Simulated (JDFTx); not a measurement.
# CSiBrH3 in JDFTx: single point with PBE

Aim: the single point of CSiBrH3 with PBE.

Everything below comes from runs of JDFTx 1.7.0 (patched build). Logs are shortened: lines on timing, memory, paths and dates and some standing lists are left out, and cuts for length are marked. The log counts tension as positive stress, the text compression.

**1. The molecule as given**

The cell holds a molecule in a box, 6 atoms: a = 13.000 Å, b = 12.000 Å, c = 12.000 Å, α = 90.00°, β = 90.00°, γ = 90.00°.

**2. Single point, PBE**

SiH3CBr.in

```
lattice \
   24.5664396201     0.0000000000     0.0000000000 \
    0.0000000000    22.6767134955     0.0000000000 \
    0.0000000000     0.0000000000    22.6767134955
coords-type Cartesian
ion C     10.9249791958    12.4353427631    10.9331993910 1
ion Si    11.7681750682    10.2818107959    13.6502476886 1
ion Br    15.5206041394     8.8560124349    12.1679464409 1
ion H     12.3717535735    13.9000695579    10.7083221334 1
ion H      9.0949683600    13.3422224059    11.2419807154 1
ion H     10.8652638314    11.3770960577     9.1549672590 1

ion-species pseudo/C.upf
ion-species pseudo/Si.upf
ion-species pseudo/Br.upf
ion-species pseudo/H.upf
elec-cutoff 41
elec-ex-corr gga-PBE
kpoint-folding 1 1 1
elec-n-bands 10
electronic-minimize nIterations 100 energyDiffThreshold 1e-07
coulomb-interaction Isolated
coulomb-truncation-embed 12.307786 11.378041 11.402607
core-overlap-check none
forces-output-coords Cartesian

dump-name run.$VAR
dump End Ecomponents EigStats BandEigs Kpoints Forces Dipole ElecDensity Dtot KEdensity
```

Potentials or basis: PseudoDojo-SR-PBE-0.5-standard with smoothed tails.

The run is started by

```
$ jdftx -c 1 -i SiH3CBr.in -o SiH3CBr.out
```

Output:

```text
*************** JDFTx 1.7.0 (patched build) ***************

Input parsed successfully to the following command list (including defaults):
[... the input with its defaults ...]

---------- Setting up symmetries ----------

Found 16 point-group symmetries of the bravais lattice
Found 1 space-group symmetries with basis
Applied RMS atom displacement 0 bohrs to make symmetries exact.

---------- Initializing the Grid ----------
R =
[      24.5664            0            0  ]
[            0      22.6767            0  ]
[            0            0      22.6767  ]
unit cell volume = 12632.9
G =
[   0.255763          0          0  ]
[          0   0.277077          0  ]
[          0          0   0.277077  ]
Minimum fftbox size, Smin = [  144  132  132  ]
Chosen fftbox size, S = [  144  140  140  ]

---------- Exchange Correlation functional ----------
Initalized PBE GGA exchange.
Initalized PBE GGA correlation.

---------- Setting up pseudopotentials ----------
Width of ionic core gaussian charges (only for fluid interactions / plotting) set to 0

Reading pseudopotential file 'pseudo/C.upf':
  'C' pseudopotential, 'PBE' functional
  Generated using ONCVPSP code by D. R. Hamann
  4 valence electrons, 2 orbitals, 4 projectors, 1001 radial grid points, with lMax = 1
    2S    l: 0   occupation:  2.0   eigenvalue: -0.505335
    2P    l: 1   occupation:  2.0   eigenvalue: -0.194238
  Core radius for overlap checks: 1.21 bohrs.

Reading pseudopotential file 'pseudo/Si.upf':
  'Si' pseudopotential, 'PBE' functional
  Generated using ONCVPSP code by D. R. Hamann
  4 valence electrons, 2 orbitals, 6 projectors, 1001 radial grid points, with lMax = 2
    3S    l: 0   occupation:  2.0   eigenvalue: -0.397365
    3P    l: 1   occupation:  2.0   eigenvalue: -0.149981
  Core radius for overlap checks: 1.86 bohrs.

Reading pseudopotential file 'pseudo/Br.upf':
  'Br' pseudopotential, 'PBE' functional
  Generated using ONCVPSP code by D. R. Hamann
  7 valence electrons, 2 orbitals, 6 projectors, 1001 radial grid points, with lMax = 2
    4S    l: 0   occupation:  2.0   eigenvalue: -0.739928
    4P    l: 1   occupation:  5.0   eigenvalue: -0.288839
  Core radius for overlap checks: 1.88 bohrs.

Reading pseudopotential file 'pseudo/H.upf':
  'H' pseudopotential, 'PBE' functional
  Generated using ONCVPSP code by D. R. Hamann
  1 valence electrons, 1 orbitals, 3 projectors, 1001 radial grid points, with lMax = 1
    1S    l: 0   occupation:  1.0   eigenvalue: -0.238602
  Core radius for overlap checks: 0.96 bohrs.

Initialized 4 species with 6 total atoms.

Folded 1 k-points by 1x1x1 to 1 k-points.

[... 41 lines left out ...]
	FillingsUpdate:  mu: -0.204581172  nElectrons: 18.000000
LCAOMinimize: Iter:   0  Etot: -24.6764035017146171  |grad|_K:  3.208e-02  alpha:  1.000e+00
	FillingsUpdate:  mu: -0.200000000  nElectrons: 18.000000
LCAOMinimize: Iter:   1  Etot: -24.7357114674517895  |grad|_K:  4.224e-03  alpha:  3.932e-01  linmin: -2.925e-01  cgtest:  6.562e-01
LCAOMinimize: Encountered beta<0, resetting CG.
	FillingsUpdate:  mu: -0.200000000  nElectrons: 18.000000
LCAOMinimize: Iter:   2  Etot: -24.7371160262111900  |grad|_K:  1.536e-03  alpha:  6.175e-01  linmin:  9.217e-03  cgtest: -4.137e-02
	FillingsUpdate:  mu: -0.200000000  nElectrons: 18.000000
LCAOMinimize: Iter:   3  Etot: -24.7372659806251320  |grad|_K:  2.964e-04  alpha:  4.990e-01  linmin:  1.560e-02  cgtest:  7.290e-02
LCAOMinimize: None of the convergence criteria satisfied after 3 iterations.

-------- Electronic minimization -----------
ElecMinimize: Iter:   0  Etot: -24.737265980625086  |grad|_K:  3.514e-04  alpha:  1.000e+00
	SubspaceRotationAdjust: set factor to 1
ElecMinimize: Iter:   1  Etot: -24.927475187207882  |grad|_K:  1.731e-04  alpha:  9.728e-01  linmin: -7.049e-03
	SubspaceRotationAdjust: set factor to 1.05
ElecMinimize: Iter:   2  Etot: -24.959732461431038  |grad|_K:  8.029e-05  alpha:  6.781e-01  linmin: -1.499e-04
	SubspaceRotationAdjust: set factor to 1.14
ElecMinimize: Iter:   3  Etot: -24.969527275614929  |grad|_K:  4.220e-05  alpha:  9.579e-01  linmin:  5.972e-06
	SubspaceRotationAdjust: set factor to 1.22
ElecMinimize: Iter:   4  Etot: -24.972053793086850  |grad|_K:  2.820e-05  alpha:  8.958e-01  linmin: -3.715e-06
	SubspaceRotationAdjust: set factor to 1.38
ElecMinimize: Iter:   5  Etot: -24.973181954009831  |grad|_K:  1.344e-05  alpha:  8.957e-01  linmin: -4.686e-06
	SubspaceRotationAdjust: set factor to 1.51
ElecMinimize: Iter:   6  Etot: -24.973463700027857  |grad|_K:  1.008e-05  alpha:  9.838e-01  linmin: -1.551e-06
	SubspaceRotationAdjust: set factor to 1.64
ElecMinimize: Iter:   7  Etot: -24.973596111993530  |grad|_K:  5.970e-06  alpha:  8.229e-01  linmin:  1.925e-06
	SubspaceRotationAdjust: set factor to 1.67
ElecMinimize: Iter:   8  Etot: -24.973656956033594  |grad|_K:  3.588e-06  alpha:  1.078e+00  linmin: -3.762e-07
	SubspaceRotationAdjust: set factor to 1.69
ElecMinimize: Iter:   9  Etot: -24.973674716323544  |grad|_K:  2.082e-06  alpha:  8.709e-01  linmin:  3.112e-08
	SubspaceRotationAdjust: set factor to 1.71
ElecMinimize: Iter:  10  Etot: -24.973682079438444  |grad|_K:  1.292e-06  alpha:  1.072e+00  linmin: -2.863e-07
	SubspaceRotationAdjust: set factor to 1.74
ElecMinimize: Iter:  11  Etot: -24.973684255357185  |grad|_K:  7.540e-07  alpha:  8.233e-01  linmin:  2.485e-07
	SubspaceRotationAdjust: set factor to 1.8
ElecMinimize: Iter:  12  Etot: -24.973685103141804  |grad|_K:  4.321e-07  alpha:  9.413e-01  linmin: -2.901e-07
	SubspaceRotationAdjust: set factor to 1.87
ElecMinimize: Iter:  13  Etot: -24.973685414569552  |grad|_K:  2.731e-07  alpha:  1.053e+00  linmin: -2.561e-07
	SubspaceRotationAdjust: set factor to 1.93
ElecMinimize: Iter:  14  Etot: -24.973685518229157  |grad|_K:  1.646e-07  alpha:  8.772e-01  linmin: -1.964e-07
	SubspaceRotationAdjust: set factor to 1.98
ElecMinimize: Iter:  15  Etot: -24.973685556285496  |grad|_K:  9.459e-08  alpha:  8.867e-01  linmin: -1.436e-09
	SubspaceRotationAdjust: set factor to 1.99
ElecMinimize: Iter:  16  Etot: -24.973685569348937  |grad|_K:  5.139e-08  alpha:  9.220e-01  linmin:  7.145e-06
ElecMinimize: Converged (|Delta Etot|<1.000000e-07 for 2 iters).
Setting wave functions to eigenvectors of Hamiltonian

# Ionic positions in cartesian coordinates:
ion C  10.924979195800001  12.435342763099998  10.933199391000000 1
ion Si  11.768175068200000  10.281810795899998  13.650247688599999 1
ion Br  15.520604139400000   8.856012434899998  12.167946440899998 1
ion H  12.371753573499999  13.900069557899998  10.708322133399998 1
ion H   9.094968359999999  13.342222405899998  11.241980715399999 1
ion H  10.865263831400000  11.377096057699998   9.154967258999999 1

# Forces in Cartesian coordinates:
force C  -0.000749154888918   0.000574886688402  -0.000199252176419 1
force Si  -0.001790547483028  -0.001330367176054   0.004018916423537 1
force Br   0.003536075601207  -0.001692290718516  -0.000804455506193 1
force H   0.001944901470238   0.002243839406109  -0.000552709491650 1
force H  -0.002775650484768   0.001499007867937   0.000279467174059 1
force H  -0.000167383379019  -0.001307106871374  -0.002722968211711 1

# Energy components:
   Eewald =       28.1502711590359844
       EH =       47.6410050632638900
     Eloc =     -107.5614027809871800
      Enl =        2.1652714139306335
      Exc =       -9.8405486760655076
 Exc_core =        2.7675966594288388
       KE =       11.7041215920444088
-------------------------------------
     Etot =      -24.9736855693489375

IonicMinimize: Iter:   0  Etot: -24.973685569348937  |grad|_K:  1.920e-03
IonicMinimize: None of the convergence criteria satisfied after 0 iterations.

#--- Lowdin population analysis ---
# oxidation-state C -0.767
# oxidation-state Si +0.534
# oxidation-state Br -0.169
# oxidation-state H +0.217 +0.210 +0.217

Dumping 'run.eigStats' ...
	eMin: -0.732359 at state 0 ( [ +0.000000 +0.000000 +0.000000 ] spin 0 )
	HOMO: -0.207884 at state 0 ( [ +0.000000 +0.000000 +0.000000 ] spin 0 )
	mu  : -0.161642
	LUMO: -0.127015 at state 0 ( [ +0.000000 +0.000000 +0.000000 ] spin 0 )
	eMax: -0.127015 at state 0 ( [ +0.000000 +0.000000 +0.000000 ] spin 0 )
	HOMO-LUMO gap: +0.080868
	Optical gap  : +0.080868 at state 0 ( [ +0.000000 +0.000000 +0.000000 ] spin 0 )
Done!
[note: without smearing the FillingsUpdate lines are those of the first guess, not of the final state]
```

Run time: 2.5 min. Hardware: 1 thread of Arm Neoverse V2, shared host; peak memory 1.2 GiB.

Results:

| Property | Result |
| --- | --- |
| Free energy | -679.5686 eV |
| Largest force | 0.236 eV/Å |
| Loewdin charges | C -0.77; Si +0.53; Br -0.17; H +0.22, +0.21 e |

Forces in eV/Å, atoms in the order of the input:
```
C   -0.039  0.030 -0.010
Si  -0.092 -0.068  0.207
Br   0.182 -0.087 -0.041
H    0.100  0.115 -0.028
H   -0.143  0.077  0.014
H   -0.009 -0.067 -0.140
```

Caveat: forces may be off by hundredths of an eV/Å; the minimiser leaves empty levels unsolved, so they aren't listed.
